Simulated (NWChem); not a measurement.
# C3H5F (allyl fluoride): M06-2X/6-311+G(d,p)

What is the electronic atomisation energy of C3H5F (allyl fluoride) at M06-2X/6-311+G**? 

The calculation is run with NWChem 7.3.0.

**1. Starting point**

C3H5F: 9 atoms, total charge 0, spin state singlet. As SMILES, `C=CCF`. The shape is that of a PBE0-D4/def2-TZVP optimisation. This is one conformer, not always the lowest.

Bond lengths: C1–C2 1.324 Å, C2–C3 1.486 Å, C3–F4 1.387 Å, C1–H5 1.084 Å, C1–H6 1.086 Å, C2–H7 1.087 Å, C3–H8 1.096 Å, C3–H9 1.094 Å. Some angles: C1–C2–C3 123.6°, C2–C3–F4 110.3°, C1–C2–H7 120.6°, C3–C2–H7 115.9°, C2–C1–H5 121.7°, C2–C1–H6 121.3°, C2–C3–H8 111.1°, C2–C3–H9 111.2°, F4–C3–H8 106.9°, F4–C3–H9 108.2°.

**2. A single-point energy at M06-2X/6-311+G(d,p) (run 1)**

File c3h5f.nw:

```
start c3h5f
title "C3H5F"
memory stack 880 mb heap 220 mb global 1100 mb
charge 0
geometry units angstrom noautosym nocenter noautoz
 C       -0.578000       1.122500      -0.608000
 C        0.352500       0.215400      -0.353400
 C        0.200500      -0.852800       0.668500
 F        0.430500      -2.098200       0.102300
 H       -0.422500       1.909200      -1.336700
 H       -1.531700       1.114000      -0.089100
 H        1.299800       0.230700      -0.886500
 H        0.929800      -0.730800       1.477200
 H       -0.806800      -0.852300       1.094700
end
basis spherical bse
 * library 6-311+G**
end
dft
 xc m06-2x
 grid fine
 convergence energy 1e-08
 maxiter 100
 mulliken
 print low
end
task dft energy
```

Launch:

```console
nwchem c3h5f.nw > c3h5f.out
```

Output:

```text
[...]
 d= 0,ls=0.0,diis     1   -217.0485963389 -3.32D+02  6.32D-03  5.99D-01     5.4
[...]
 d= 0,ls=0.0,diis    10   -217.1076254223 -1.03D-09  3.45D-07  1.43D-09    45.4
         Total DFT energy =     -217.107625422294
      One electron energy =     -522.986040510242
           Coulomb energy =      219.806117071982
    Exchange-Corr. energy =      -28.508318530129
 Nuclear repulsion energy =      114.580616546095
[...]
      Total Density - Mulliken Population Analysis
     ---------------------------------------------
    Atom       Charge   Shell Charges
 -----------   ------   -------------------------------------------------------
    1 C    6     6.32   1.11  0.89  0.63  0.76  1.45  0.50  0.89 -0.01  0.07  0.04
    2 C    6     5.94   1.11  0.89  0.63  0.76  1.47  0.47  0.82 -0.27  0.01  0.05
    3 C    6     6.41   1.11  0.89  0.60  0.75  1.50  0.46  0.68  0.25  0.06  0.11
    4 F    9     9.16   1.08  0.92  1.17  1.08  2.35  0.89  1.72 -0.07  0.02  0.00
    5 H    1     0.84   0.28  0.47  0.07  0.02
    6 H    1     0.85   0.27  0.47  0.08  0.02
    7 H    1     0.83   0.28  0.46  0.06  0.02
    8 H    1     0.83   0.28  0.47  0.06  0.02
    9 H    1     0.84   0.28  0.47  0.07  0.02
[...]
```

Wall time 46 s (1 thread of Intel Xeon Platinum 8259CL at 2.50GHz (Skylake/Cascade Lake), shared host); peak memory 0.11 GiB.

**3. The C atom (run 2)**

File struct.nw:

```
start struct
title "C energy"
memory total 2200 mb
charge 0

geometry noautosym nocenter noautoz
  C      0.000000     0.000000     0.000000
end

basis spherical bse
  C library 6-311+G**
end

dft
  xc m06-2x
  mult 3
  grid fine
  convergence energy 1e-08
  maxiter 100
  mulliken
  print low
end

task dft energy
```

Run the same way, it converges to -37.84040 Eh (log not shown).

**4. The F atom at the same level (run 3)**

File m1.nw:

```
start m1
memory total 2200 mb
geometry noautosym nocenter noautoz
  F        0.000000       0.000000       0.000000
end
basis spherical bse
  * library 6-311+G**
end
dft
  xc m06-2x
  mult 2
  grid fine
  convergence energy 1e-08
  maxiter 100
  mulliken
  print low
end
task dft energy
```

Run the same way, it converges to -99.72581 Eh (log not shown).

**5. The H atom (run 4)**

File h.nw:

```
start h
title "H"
memory 2200 mb
geometry noautosym nocenter noautoz
  H        0.000000       0.000000       0.000000
end
basis spherical bse
  H library 6-311+G**
end
dft
  xc m06-2x
  mult 2
  grid fine
  convergence energy 1e-08
  maxiter 100
  mulliken
  noprint "final vectors analysis"
end
task dft energy
```

Launch:

```console
nwchem h.nw > h.out
```

Output:

```text
[...]
          Wavefunction type:  spin polarized.
          No. of atoms     :     1
          No. of electrons :     1
[...]
          Charge           :     0
          Spin multiplicity:     2
[...]
          AO basis - number of functions:     6
[...]
              XC Information
              --------------
                       M06-2X Method XC Functional
                     Hartree-Fock (Exact) Exchange  0.540
                        M06-2X Exchange Functional  1.000
                      M06-2X Correlation Potential  1.000
[...]
 d= 0,ls=0.0,diis     1     -0.4975617741 -4.98D-01  9.00D-03  1.84D-03     0.1
[...]
  Singularity in Pulay matrix. Error and Fock matrices removed.
  Singularity in Pulay matrix. Error and Fock matrices removed.
 d= 0,ls=0.0,diis     5     -0.4981343820 -1.41D-12  5.12D-09  5.03D-16     0.2
[...]
         Total DFT energy =       -0.498134381994
      One electron energy =       -0.499240918365
           Coulomb energy =        0.307523624030
    Exchange-Corr. energy =       -0.306417087659
 Nuclear repulsion energy =        0.000000000000
[...]
      Total Density - Mulliken Population Analysis
     ---------------------------------------------
    Atom       Charge   Shell Charges
 -----------   ------   -------------------------------------------------------
    1 H    1     1.00   0.18  0.44  0.38  0.00
     --------------------------------------------
      Spin Density - Mulliken Population Analysis
     --------------------------------------------
    Atom       Charge   Shell Charges
 -----------   ------   -------------------------------------------------------
    1 H    1     1.00   0.18  0.44  0.38  0.00
[...]
      <S2> =      0.7500 (Exact =     0.7500)
[...]
```

Wall time 0.7 s (1 thread of Intel Xeon Platinum 8259CL at 2.50GHz (Skylake/Cascade Lake), shared host); peak memory 0.1 GiB.

**6. Overview of the runs**

```csv
run,level,partner,energy (Eh),wall time
1,M06-2X/6-311+G**,base,-217.107625,46 s
2,UM06-2X/6-311+G**,atoms,-37.840405,1.3 s
3,UM06-2X/6-311+G**,atoms,-99.725810,2.9 s
4,UM06-2X/6-311+G**,atoms,-0.498134,0.7 s
```

**7. Results**

At M06-2X/6-311+G**:

| quantity | value |
| --- | --- |
| H atom: total energy | -0.49813 Eh |
| H atom: ⟨S²⟩ | 0.750 |
| electronic atomisation energy | 37.278 eV |

**Reading.** Taking the molecule apart into free atoms costs 37.28 eV (860 kcal/mol), before zero-point energy and without spin-orbit coupling. All runs together took 51 s, the longest 46 s.
